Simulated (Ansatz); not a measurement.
# MoN+ (singlet): wave-function methods side by side, def2-TZVPP

The task here is to estimate one member of a computed series from the others.

Computed with Ansatz 0.2.0, Gaussian basis. Level: def2-TZVPP, core rule «outside noble gas», up to 5 orbitals frozen.

To be run: UHF; CCSD(T) on RHF; CCSD(T) on UHF; CCSDT(Q) on RHF; CCSDT(Q) on UHF.

7 further runs of the same task are left out: 4 for a known fault of the program, 3 set aside as unsound or not needed. Runs told in other sessions of the task aren't counted.

## The system

The geometry is a PBE0/def2-TZVP stationary point (not a proven minimum). No spin-orbit coupling is included. Elements past krypton take def2 core potentials.

2 atoms, charge 1, spin multiplicity 1.

Atoms are counted from 1 here; the program's logs count them from 0.

Bond lengths: Mo1–N2 1.575 Å.

The first run:

Input file in.yaml:

```yaml
crystal:
  periodic: [false, false, false]
  atoms:
    - {symbol: Mo, position_ang: [0.000000, 0.000000, 0.000000]}
    - {symbol: N, position_ang: [0.000000, 0.000000, 1.575000]}
basis:
  gaussian: {orbitals: def2-TZVPP}
total_charge: 1
magnetization: {spin_polarized: true, initial_magnetization: 0}
hamiltonian: {xc: hf}
output: {orbitals: {seedname: orbitals}}
```

Command:

```
$ ansatz run in.yaml --threads 1 --pin off --events-out ev --progress --plain --max-ram 4096MiB --backend cpu
```

Among the steps run: UHF; CCSD(T) on RHF; CCSD(T) on UHF; CCSDT(Q) on RHF; CCSDT(Q) on UHF.

One table of the session follows, with a row left open; its other results are not shown here.

| method | from RCCSDT(Q) (kJ/mol) |
| --- | --- |
| RHF | +1051.0 |
| UHF | +963.7 |
| RMP2 | -45.3 |
| UMP2 | -33.8 |
| RCCSD | +78.0 |
| UCCSD | +2.1 |
| RCCSD(T) | +9.5 |
| UCCSD(T) | -66.7 |
| RCCSDT | ? |
| UCCSDT | -72.7 |
| RCCSDT(Q) | 0 |
| UCCSDT(Q) | -84.0 |

Estimate the missing values for RCCSDT.

The run gave: from RCCSDT(Q) (kJ/mol): +11.4. In the column «from RCCSDT(Q) (kJ/mol)» it lies between RCCSD(T) (+9.5) and RCCSD (+78.0).

The program flags UCCSD(T), UCCSDT(Q) as in doubt (see the logs), so read those rows with care; the flags are other amplitudes.

Caveats from the session: The determinant of HF (⟨S²⟩ 1.25) is far from a pure spin state, so its energy mixes those of several spin states; that is harmless only where they are near-degenerate. The determinant of CCSD(T) (⟨S²⟩ 1.25) is far from a pure spin state, so its energy mixes those of several spin states; high orders of coupled cluster remove much of that, low ones don't. The determinant of CCSDT(Q) (⟨S²⟩ 1.25) is far from a pure spin state, so its energy mixes those of several spin states; high orders of coupled cluster remove much of that, low ones don't. The program flags UCCSD(T), UCCSDT(Q) as in doubt, so read those rows with care; the flags are other amplitudes. Warnings: restricted reference is unstable; spin contamination; large T1 diagnostic. Restricted and unrestricted rows rest on different reference determinants; a gap between their highest levels can come from leftover correlation error, from unlike frozen cores or from another state.
